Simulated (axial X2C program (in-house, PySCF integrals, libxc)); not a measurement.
**ClWCl⁺: bond lengths and stretches, held linear**

The task here is to estimate one member of a computed series from the others.

Method: all-electron X2C, two-component (2c) or spin-free, Cl dyall-av3z, W dyall-v3z; program: an in-house X2C program for linear molecules on PySCF integrals.

All values are calculated.

2 further runs of the same task are left out: 2 set aside as unsound or not needed.

Set-up of the first run:

task.json

```json
{"zs": [17, 74, 17], "q": 1, "bas": ["dyall-av3z", "dyall-v3z", "dyall-av3z"], "r0": [2.36, 2.36], "symm": 1, "scan": ["PBE0", "HF", "BHandHLYP"], "levels": ["PBE0", "HF", "LDA"], "nst": 2}
```

Keys: zs atomic numbers; q charge; bas basis sets; r0 starting distance in Å; symm equal bonds; scan levels of the two-bond scan (MP2 follows by itself at each HF point); levels methods; nst determinants followed.

The run is started by

```bash
> python solin.py task.json out
```

Masses Cl 34.969, W 183.951, Cl 34.969 u.

Steps of the session up to this table: Scan at PBE0, 2c; Scan at HF, 2c; Scan at BHandHLYP, 2c.

One table of the session follows, with a row left open; its other results are not shown here.

```
               level  r(Cl–W) (Å)  r(W–Cl) (Å)  lower stretch (cm⁻¹)  upper stretch (cm⁻¹)
            PBE0, 2c            ?            ?                     ?                     ?
              HF, 2c        2.204        2.204                 452.9                 477.5
       BHandHLYP, 2c        2.185        2.185                 454.6                 483.7
             MP2, 2c        2.186        2.186                 455.1                 485.3
     PBE0, spin-free        2.177        2.177                 452.5                 482.6
       HF, spin-free        2.203        2.203                 454.8                 478.3
BHandHLYP, spin-free        2.184        2.184                 456.8                 484.7
      MP2, spin-free        2.185        2.185                 456.9                 486.3
```

**Question.** Estimate the row for PBE0, 2c.

As computed: r(Cl–W) (Å): 2.178; r(W–Cl) (Å): 2.178; lower stretch (cm⁻¹): 451.1; upper stretch (cm⁻¹): 481.9. In the column «r(Cl–W) (Å)» it lies between PBE0, spin-free (2.177) and BHandHLYP, spin-free (2.184).

Scans not shown above were run alike.

MP2 freezes inner shells (threshold -2 hartree). The molecule was held linear; bending was not examined, so a bent shape may lie lower. Note: several unpaired electrons, one determinant need not be a pure state.
